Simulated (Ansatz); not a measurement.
# CH9NSi2: small, medium and large basis sets

Aim: see how fast density functionals converge with the basis set for CH9NSi2.

Program: Ansatz 0.2.0, Gaussian basis. Level of theory: one geometry, several basis sets. These are calculated values, not measurements.

Plan: PBE0-D4/def2-SVP; ωB97M-V/def2-SVP; PBE0-D4/def2-QZVPP; ωB97M-V/def2-QZVPP; the functionals' def2-TZVPP values are taken from earlier runs.

## (1) The geometry

All runs share one geometry, relaxed beforehand with PBE0-D4 in a triple-zeta def2 set.

SMILES `C[SiH2]N[SiH3]`, 13 atoms, charge 0, spin multiplicity 1.

Atoms are counted from 1 here; the program's logs count them from 0.

Bond lengths: C1–Si2 1.865 Å, C1–H5 1.094 Å, C1–H6 1.093 Å, C1–H7 1.093 Å, Si2–N3 1.730 Å, Si2–H8 1.491 Å, Si2–H9 1.487 Å, N3–Si4 1.724 Å, N3–H10 1.011 Å, Si4–H11 1.485 Å, Si4–H12 1.489 Å, Si4–H13 1.491 Å. Angles: Si2–C1–H5 110.6°, Si2–C1–H6 110.9°, Si2–C1–H7 111.0°, H5–C1–H6 108.4°, H5–C1–H7 107.8°, H6–C1–H7 108.1°, C1–Si2–N3 112.8°, C1–Si2–H8 108.4°, C1–Si2–H9 110.4°, N3–Si2–H8 110.2°, N3–Si2–H9 106.2°, H8–Si2–H9 108.9°, Si2–N3–Si4 128.4°, Si2–N3–H10 115.9°, Si4–N3–H10 115.5°, N3–Si4–H11 108.1°, N3–Si4–H12 109.9°, N3–Si4–H13 113.5° and more.

## (2) PBE0-D4 in def2-SVP

Contents of in.yaml:

```yaml
crystal:
  periodic: [false, false, false]
  atoms:
    - {symbol: C, position_ang: [0.548001, 2.005631, -0.681351]}
    - {symbol: Si, position_ang: [-0.416875, 0.418274, -0.851619]}
    - {symbol: N, position_ang: [0.330677, -0.910909, -0.035372]}
    - {symbol: Si, position_ang: [-0.254705, -1.802552, 1.318643]}
    - {symbol: H, position_ang: [0.048785, 2.818685, -1.215852]}
    - {symbol: H, position_ang: [0.644664, 2.292387, 0.368417]}
    - {symbol: H, position_ang: [1.553205, 1.899693, -1.098169]}
    - {symbol: H, position_ang: [-0.565391, 0.112123, -2.303696]}
    - {symbol: H, position_ang: [-1.769177, 0.566779, -0.250928]}
    - {symbol: H, position_ang: [1.189559, -1.253438, -0.443131]}
    - {symbol: H, position_ang: [-1.238649, -0.954575, 2.037765]}
    - {symbol: H, position_ang: [0.874340, -2.146092, 2.226011]}
    - {symbol: H, position_ang: [-0.924132, -3.080705, 0.944081]}
basis:
  gaussian: {orbitals: def2-SVP}
hamiltonian: {xc: pbe0, dispersion: d4}
output: {orbitals: {seedname: orbitals}}
```

Command:

```bash
> ansatz run in.yaml --threads 4 --pin off --events-out ev --progress --plain --max-ram 10444MiB
```

The runs that follow: ωB97M-V in def2-SVP; PBE0-D4 in def2-QZVPP; ωB97M-V in def2-QZVPP.

Before running them: what should the planned runs give, taken together? Wanted: PBE0-D4: double and triple zeta above quadruple; ωB97M-V: double and triple zeta above quadruple.

As calculated:

| quantity | value |
| --- | --- |
| PBE0-D4: double and triple zeta above quadruple | 9.47, 0.72 eV |
| ωB97M-V: double and triple zeta above quadruple | 9.64, 0.67 eV |

In words: PBE0-D4 gains 8.75 eV from double to triple zeta, then 0.72 eV more. These are total energies; as a rule much of such shifts cancels in differences, which this series doesn't test. The LUMO of ωB97M-V is positive and keeps falling with the basis (2.56 to 1.29 eV): an unbound level that the basis holds in place.
